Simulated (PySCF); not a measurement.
# S3Y2 (Y2(S)1(S)2): the cost of one run

Program: PySCF 2.14.0. Level of theory: TPSS, Y def2-SVP with ECP28, S def2-SVP; scalar-relativistic core potentials, no spin–orbit coupling. These are calculated values, not measurements.

4 further runs of the same task are left out: 2 for a known fault of the program, 1 that didn't finish, 1 set aside as unsound or not needed. Runs told in other sessions of the task aren't counted.

### 1 Where the work starts

5 atoms, charge 0, spin multiplicity 1.

Bond lengths: Y1–S3 2.548 Å, Y1–S4 2.315 Å, Y2–S3 2.548 Å, Y2–S5 2.315 Å. Angles: S3–Y1–S4 122.0°, S3–Y2–S5 122.0°, Y1–S3–Y2 133.3°.

Geometry (Å):

```xyz
5
S3Y2
Y     0.62173   -0.15266    2.33983
Y     0.62173   -0.15266   -2.33983
S     1.60169   -0.39328    0.00000
S    -1.60113    0.39314    2.68802
S    -1.60113    0.39314   -2.68802
```

Formal oxidation states: Y +3. An earlier session relaxed this geometry at TPSS, Y def2-SVP with ECP28, S def2-SVP (singlet, point group C2v).

Its energy there is -1271.088664 Eh.

### 2 Multiplicity 3 at the relaxed geometry

Input file run.py (the lines that set the calculation):

```python
mol = gto.M(atom='''
Y      0.62173    -0.15266     2.33983
Y      0.62173    -0.15266    -2.33983
S      1.60169    -0.39328     0.00000
S     -1.60113     0.39314     2.68802
S     -1.60113     0.39314    -2.68802''',
    basis={'Y': 'def2-SVP', 'S': 'def2-SVP'},
    ecp={'Y': 'def2-SVP'},
    charge=0, spin=2)
mf = dft.UKS(mol, xc='TPSS')
mf.grids.atom_grid = (50, 194)
mf = mf.density_fit()  # fitting sets: Y def2-universal-JKFIT, S def2-universal-JKFIT
mf.conv_tol = 1e-08; mf.max_cycle = 55
mf.kernel(dm0)  # dm0: free metal ions and neutral atoms
```

Started as:

```bash
$ OMP_NUM_THREADS=2 python run.py
```

**Question.** How long does this run take on 2 threads of Arm Neoverse V1, shared host?

About 9 s.
